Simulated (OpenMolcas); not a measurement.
# B: RASSCF and RASPT2 terms and fine-structure levels, part 2 of 2

Which level of B lies lowest, and where do the others fall? The reference wave functions come first, then spin-orbit coupling, then second-order correlation under several settings.

OpenMolcas 26.06; ANO-RCC-VTZP, DKH2, active space 3 electrons in 9 orbitals (RAS2 2s 2p; RAS3 3d, at most 2 electrons), orbitals: per spin and parity.

**8. CASPT2: IPEA 0.5, real shift 0.5 (closed shells correlated: none)**

The input, a.inp:

```
>>> COPY JOB002 $Project.JobIph
&CASPT2
Multistate=3 1 2 3
Frozen=1 0
IPEA=0.5
Shift=0.5
MaxIter=60
WThr=0.0 0.3 0.05
PrWF=0.5
NoMix
>>> COPY JOB003 $Project.JobIph
&CASPT2
Multistate=3 1 2 3
Frozen=1 0
IPEA=0.5
Shift=0.5
MaxIter=60
WThr=0.0 0.3 0.05
PrWF=0.5
NoMix
```

Output:

```text
Orbital specifications:
      -----------------------

      Symmetry species                           1   2
                                                ag  au
      Frozen orbitals                            1   0
      Inactive orbitals                          0   0
      Active orbitals                            6   3
      Secondary orbitals                         7  13
      Deleted orbitals                           0   0
      Number of basis functions                 14  16
Type of calculation                        MS-CASPT2
      Fock operator                              state-specific
      IPEA shift                                 0.50
      Real shift                                 0.50
      Imaginary shift                            0.00
      The input orbitals will be transformed to quasi-canonical
Reference energy:         -24.5914425264
      E2 (Non-variational):      -0.0087291154
      Shift correction:          -0.0017308414
      E2 (Variational):          -0.0104599568
      Total energy:             -24.6019024832
      Residual norm:              0.0000001130
      Reference weight:           0.99655
      Contributions to the CASPT2 correlation energy
      Active & Virtual Only:         -0.0087291154
      One Inactive Excited:           0.0000000000
      Two Inactive Excited:           0.0000000000
Reference energy:         -24.5914425264
      E2 (Non-variational):      -0.0087266960
      Shift correction:          -0.0017297222
      E2 (Variational):          -0.0104564183
      Total energy:             -24.6018989447
      Residual norm:              0.0000001130
      Reference weight:           0.99655
      Contributions to the CASPT2 correlation energy
      Active & Virtual Only:         -0.0087266960
      One Inactive Excited:           0.0000000000
      Two Inactive Excited:           0.0000000000
::    CASPT2 Root  1     Total energy:    -24.60190248
::    CASPT2 Root  2     Total energy:    -24.60189894
::    CASPT2 Root  3     Total energy:    -24.60187852
::    MS-CASPT2 Root  1     Total energy:    -24.60190248
::    MS-CASPT2 Root  2     Total energy:    -24.60189894
::    MS-CASPT2 Root  3     Total energy:    -24.60187852
Orbital specifications:
      -----------------------

      Symmetry species                           1   2
                                                ag  au
      Frozen orbitals                            1   0
      Inactive orbitals                          0   0
      Active orbitals                            6   3
      Secondary orbitals                         7  13
      Deleted orbitals                           0   0
      Number of basis functions                 14  16
Type of calculation                        MS-CASPT2
      Fock operator                              state-specific
      IPEA shift                                 0.50
      Real shift                                 0.50
      Imaginary shift                            0.00
      The input orbitals will be transformed to quasi-canonical
Reference energy:         -24.4667268399
      E2 (Non-variational):      -0.0053284894
      Shift correction:          -0.0010667757
      E2 (Variational):          -0.0063952651
      Total energy:             -24.4731221050
      Residual norm:              0.0000002177
      Reference weight:           0.99787
      Contributions to the CASPT2 correlation energy
      Active & Virtual Only:         -0.0053284894
      One Inactive Excited:           0.0000000000
      Two Inactive Excited:           0.0000000000
Reference energy:         -24.4667268399
      E2 (Non-variational):      -0.0053284897
      Shift correction:          -0.0010667759
      E2 (Variational):          -0.0063952657
      Total energy:             -24.4731221055
      Residual norm:              0.0000002177
      Reference weight:           0.99787
      Contributions to the CASPT2 correlation energy
      Active & Virtual Only:         -0.0053284897
      One Inactive Excited:           0.0000000000
      Two Inactive Excited:           0.0000000000
::    CASPT2 Root  1     Total energy:    -24.47312210
::    CASPT2 Root  2     Total energy:    -24.47312211
::    CASPT2 Root  3     Total energy:    -24.47312211
::    MS-CASPT2 Root  1     Total energy:    -24.47312211
::    MS-CASPT2 Root  2     Total energy:    -24.47312211
::    MS-CASPT2 Root  3     Total energy:    -24.47312210
```

This run took 1.5 s in all on 1 thread, shared host.

SS-RASPT2: lowest energy less the reference's lowest, -0.0105 hartree; reference weights 0.997 to 0.998. These are the single-state energies of the run (the lines without MS-).

Levels with spin-orbit coupling, from the RASSI matrix with the averaged CASPT2 term energies on its diagonal:

```csv
Configuration,Term,J,E (cm-1),g,Leading %
2s2 2p,2P*,1/2,0.0,0.666,100
2s2 2p,2P*,3/2,14.5,1.334,100
2s 2p2,4P,1/2,28260,2.671,100
2s 2p2,4P,3/2,28270,1.735,100
2s 2p2,4P,5/2,28280,1.601,100
```

**9. CASPT2: IPEA 0, imaginary shift 0.5 (closed shells correlated: 1s)**

The input, a.inp:

```
>>> COPY JOB002 $Project.JobIph
&CASPT2
Multistate=3 1 2 3
Frozen=0 0
IPEA=0.0
Imaginary=0.5
MaxIter=60
WThr=0.0 0.3 0.05
PrWF=0.5
NoMix
>>> COPY JOB003 $Project.JobIph
&CASPT2
Multistate=3 1 2 3
Frozen=0 0
IPEA=0.0
Imaginary=0.5
MaxIter=60
WThr=0.0 0.3 0.05
PrWF=0.5
NoMix
```

The run is started by

```sh
> OMP_NUM_THREADS=1 MOLCAS_MEM=2252 MOLCAS_PROJECT=a pymolcas a.inp > a.log
```

Output:

```text
Orbital specifications:
      -----------------------

      Symmetry species                           1   2
                                                ag  au
      Frozen orbitals                            0   0
      Inactive orbitals                          1   0
      Active orbitals                            6   3
      Secondary orbitals                         7  13
      Deleted orbitals                           0   0
      Number of basis functions                 14  16
Type of calculation                        MS-CASPT2
      Fock operator                              state-specific
      IPEA shift                                 0.00
      Real shift                                 0.00
      Imaginary shift                            0.50
      The input orbitals will be transformed to quasi-canonical
Reference energy:         -24.5914425264
      E2 (Non-variational):      -0.0341932678
      Shift correction:          -0.0009788505
      E2 (Variational):          -0.0351721183
      Total energy:             -24.6266146447
      Residual norm:              0.0000004873
      Reference weight:           0.99376
      Contributions to the CASPT2 correlation energy
      Active & Virtual Only:         -0.0105646106
      One Inactive Excited:          -0.0039992436
      Two Inactive Excited:          -0.0196294136
Reference energy:         -24.5914425264
      E2 (Non-variational):      -0.0341932678
      Shift correction:          -0.0009788505
      E2 (Variational):          -0.0351721183
      Total energy:             -24.6266146447
      Residual norm:              0.0000004873
      Reference weight:           0.99376
      Contributions to the CASPT2 correlation energy
      Active & Virtual Only:         -0.0105646106
      One Inactive Excited:          -0.0039992436
      Two Inactive Excited:          -0.0196294136
::    CASPT2 Root  1     Total energy:    -24.62661464
::    CASPT2 Root  2     Total energy:    -24.62661464
::    CASPT2 Root  3     Total energy:    -24.62661464
::    MS-CASPT2 Root  1     Total energy:    -24.62661464
::    MS-CASPT2 Root  2     Total energy:    -24.62661464
::    MS-CASPT2 Root  3     Total energy:    -24.62661464
Orbital specifications:
      -----------------------

      Symmetry species                           1   2
                                                ag  au
      Frozen orbitals                            0   0
      Inactive orbitals                          1   0
      Active orbitals                            6   3
      Secondary orbitals                         7  13
      Deleted orbitals                           0   0
      Number of basis functions                 14  16
Type of calculation                        MS-CASPT2
      Fock operator                              state-specific
      IPEA shift                                 0.00
      Real shift                                 0.00
      Imaginary shift                            0.50
      The input orbitals will be transformed to quasi-canonical
Reference energy:         -24.4667268399
      E2 (Non-variational):      -0.0311774099
      Shift correction:          -0.0007894542
      E2 (Variational):          -0.0319668641
      Total energy:             -24.4986937040
      Residual norm:              0.0000007413
      Reference weight:           0.99508
      Contributions to the CASPT2 correlation energy
      Active & Virtual Only:         -0.0068544857
      One Inactive Excited:          -0.0043262694
      Two Inactive Excited:          -0.0199966549
Reference energy:         -24.4667268399
      E2 (Non-variational):      -0.0311774099
      Shift correction:          -0.0007894542
      E2 (Variational):          -0.0319668641
      Total energy:             -24.4986937040
      Residual norm:              0.0000007413
      Reference weight:           0.99508
      Contributions to the CASPT2 correlation energy
      Active & Virtual Only:         -0.0068544857
      One Inactive Excited:          -0.0043262694
      Two Inactive Excited:          -0.0199966549
::    CASPT2 Root  1     Total energy:    -24.49869370
::    CASPT2 Root  2     Total energy:    -24.49869370
::    CASPT2 Root  3     Total energy:    -24.49869370
::    MS-CASPT2 Root  1     Total energy:    -24.49869370
::    MS-CASPT2 Root  2     Total energy:    -24.49869370
::    MS-CASPT2 Root  3     Total energy:    -24.49869370
```

This run: 2.6 s of run time, 1 thread, shared host.

SS-RASPT2: lowest energy less the reference's lowest, -0.0352 hartree; reference weights 0.994 to 0.995. These are the single-state energies of the run (the lines without MS-).

The roots that group into whole terms:

| configuration | term | E (cm-1) | spread (cm-1) |
| --- | --- | --- | --- |
| 2s2 2p | 2P* | 0.0 | 0 |
| 2s 2p2 | 4P | 28080 | 0 |

Levels with spin-orbit coupling, from the RASSI matrix with the averaged CASPT2 term energies on its diagonal:

| Configuration | Term | J | E (cm-1) | Leading % |
| --- | --- | --- | --- | --- |
| 2s2 2p | 2P* | 1/2 | 0.0 | 100 |
| 2s2 2p | 2P* | 3/2 | 14.5 | 100 |
| 2s 2p2 | 4P | 1/2 | 28080 | 100 |
| 2s 2p2 | 4P | 3/2 | 28080 | 100 |
| 2s 2p2 | 4P | 5/2 | 28090 | 100 |

**10. CASPT2: IPEA 0.5, imaginary shift 0.5 (closed shells correlated: none)**

Edit a.inp of step 9 so:

```diff
@@ -3,4 +3,4 @@
 Multistate=3 1 2 3
-Frozen=0 0
-IPEA=0.0
+Frozen=1 0
+IPEA=0.5
 Imaginary=0.5
@@ -13,4 +13,4 @@
 Multistate=3 1 2 3
-Frozen=0 0
-IPEA=0.0
+Frozen=1 0
+IPEA=0.5
 Imaginary=0.5
```

The run is started by

```sh
> OMP_NUM_THREADS=1 MOLCAS_MEM=2252 MOLCAS_PROJECT=a pymolcas a.inp > a.log
```

Output:

```text
Orbital specifications:
      -----------------------

      Symmetry species                           1   2
                                                ag  au
      Frozen orbitals                            1   0
      Inactive orbitals                          0   0
      Active orbitals                            6   3
      Secondary orbitals                         7  13
      Deleted orbitals                           0   0
      Number of basis functions                 14  16
Type of calculation                        MS-CASPT2
      Fock operator                              state-specific
      IPEA shift                                 0.50
      Real shift                                 0.00
      Imaginary shift                            0.50
      The input orbitals will be transformed to quasi-canonical
Reference energy:         -24.5914425264
      E2 (Non-variational):      -0.0100595458
      Shift correction:          -0.0007951945
      E2 (Variational):          -0.0108547403
      Total energy:             -24.6022972667
      Residual norm:              0.0000002439
      Reference weight:           0.99531
      Contributions to the CASPT2 correlation energy
      Active & Virtual Only:         -0.0100595458
      One Inactive Excited:           0.0000000000
      Two Inactive Excited:           0.0000000000
Reference energy:         -24.5914425264
      E2 (Non-variational):      -0.0100565525
      Shift correction:          -0.0007942860
      E2 (Variational):          -0.0108508384
      Total energy:             -24.6022933649
      Residual norm:              0.0000002440
      Reference weight:           0.99531
      Contributions to the CASPT2 correlation energy
      Active & Virtual Only:         -0.0100565525
      One Inactive Excited:           0.0000000000
      Two Inactive Excited:           0.0000000000
::    CASPT2 Root  1     Total energy:    -24.60229727
::    CASPT2 Root  2     Total energy:    -24.60229336
::    CASPT2 Root  3     Total energy:    -24.60227103
::    MS-CASPT2 Root  1     Total energy:    -24.60229727
::    MS-CASPT2 Root  2     Total energy:    -24.60229336
::    MS-CASPT2 Root  3     Total energy:    -24.60227103
Orbital specifications:
      -----------------------

      Symmetry species                           1   2
                                                ag  au
      Frozen orbitals                            1   0
      Inactive orbitals                          0   0
      Active orbitals                            6   3
      Secondary orbitals                         7  13
      Deleted orbitals                           0   0
      Number of basis functions                 14  16
Type of calculation                        MS-CASPT2
      Fock operator                              state-specific
      IPEA shift                                 0.50
      Real shift                                 0.00
      Imaginary shift                            0.50
      The input orbitals will be transformed to quasi-canonical
Reference energy:         -24.4667268399
      E2 (Non-variational):      -0.0061864289
      Shift correction:          -0.0004917526
      E2 (Variational):          -0.0066781815
      Total energy:             -24.4734050214
      Residual norm:              0.0000004853
      Reference weight:           0.99700
      Contributions to the CASPT2 correlation energy
      Active & Virtual Only:         -0.0061864289
      One Inactive Excited:           0.0000000000
      Two Inactive Excited:           0.0000000000
Reference energy:         -24.4667268399
      E2 (Non-variational):      -0.0061864293
      Shift correction:          -0.0004917529
      E2 (Variational):          -0.0066781822
      Total energy:             -24.4734050220
      Residual norm:              0.0000004854
      Reference weight:           0.99700
      Contributions to the CASPT2 correlation energy
      Active & Virtual Only:         -0.0061864293
      One Inactive Excited:           0.0000000000
      Two Inactive Excited:           0.0000000000
::    CASPT2 Root  1     Total energy:    -24.47340502
::    CASPT2 Root  2     Total energy:    -24.47340502
::    CASPT2 Root  3     Total energy:    -24.47340502
::    MS-CASPT2 Root  1     Total energy:    -24.47340502
::    MS-CASPT2 Root  2     Total energy:    -24.47340502
::    MS-CASPT2 Root  3     Total energy:    -24.47340502
```

This run: 1.5 s of run time, 1 thread, shared host.

SS-RASPT2: lowest energy less the reference's lowest, -0.0108 hartree; reference weights 0.995 to 0.997. These are the single-state energies of the run (the lines without MS-).

Fine-structure levels, from the RASSI matrix with the averaged CASPT2 term energies on its diagonal:

```
Configuration  Term    J  E (cm-1)      g  Leading %
       2s2 2p   2P*  1/2       0.0  0.666        100
       2s2 2p   2P*  3/2      14.5  1.334        100
       2s 2p2    4P  1/2     28290  2.671        100
       2s 2p2    4P  3/2     28290  1.735        100
       2s 2p2    4P  5/2     28300  1.601        100
```

**11. Levels by method**

A. RASSCF
B. SS-RASPT2, IPEA 0.5, real shift 0.5 (closed shells correlated: none)
C. SS-RASPT2, IPEA 0, imaginary shift 0.5 (closed shells correlated: 1s)
D. SS-RASPT2, IPEA 0.5, imaginary shift 0.5 (closed shells correlated: none)

Energies in cm-1 above each method's lowest level; measured values from NIST Handbook of Basic Atomic Spectroscopic Data.

| level | A | B | C | D | measured |
| --- | --- | --- | --- | --- | --- |
| 2s2 2p 2P* 1/2 | 0.0 | 0.0 | 0.0 | 0.0 | 0.0 |
| 2s2 2p 2P* 3/2 | 14.5 | 14.5 | 14.5 | 14.5 | 15.3 |
| 2s 2p2 4P 1/2 | 27373 | 28260 | 28080 | 28290 | 28870 |
| 2s 2p2 4P 3/2 | 27378 | 28270 | 28080 | 28290 | 28875 |
| 2s 2p2 4P 5/2 | 27387 | 28280 | 28090 | 28300 | 28881 |

Mean absolute deviation from the 4 measured excited levels that all methods hold: A 1100 cm⁻¹, B 450 cm⁻¹, C 590 cm⁻¹, D 440 cm⁻¹.

**12. What came out**

What follows sums up all 2 parts.

| quantity | value |
| --- | --- |
| method | SS-RASPT2, IPEA 0.5, real shift 0.5 (closed shells correlated: none) |
| lowest level | 2s2 2p 2P* 1/2, 100 % of that term, g = 0.666 |
| ground level listed by NIST | 2P°1/2 |
| first excited level | 2s2 2p 2P* 3/2 at 14.5 cm-1 |
| lowest level of another term | 2s 2p2 4P 1/2 at 28260 cm-1 |
| spin-orbit lowering of the lowest level | 9.6 cm-1 |

What each method costs and misses:

| method | time of its own steps | time with the reference | mean absolute difference from the measured levels (cm-1) |
| --- | --- | --- | --- |
| A. RASSCF | 16 s | 16 s | 1100 |
| B. SS-RASPT2, IPEA 0.5, real shift 0.5, +none | 1.5 s | 17 s | 450 |
| C. SS-RASPT2, IPEA 0, imaginary shift 0.5, +1s | 2.6 s | 18 s | 590 |
| D. SS-RASPT2, IPEA 0.5, imaginary shift 0.5, +none | 1.5 s | 17 s | 440 |

Times are of one thread on a shared host.

The multiplet 2P* is regular. Method D lies closest to the measured levels (440 cm⁻¹ on average) and A farthest (1100). Only the configurations of the active space and the roots asked for are present. Not all states of the active space went into the spin-orbit step. The levels of the extra active shells were not computed. Only valence configurations of the active space appear, up to the ionisation limit; * or ° marks odd parity.
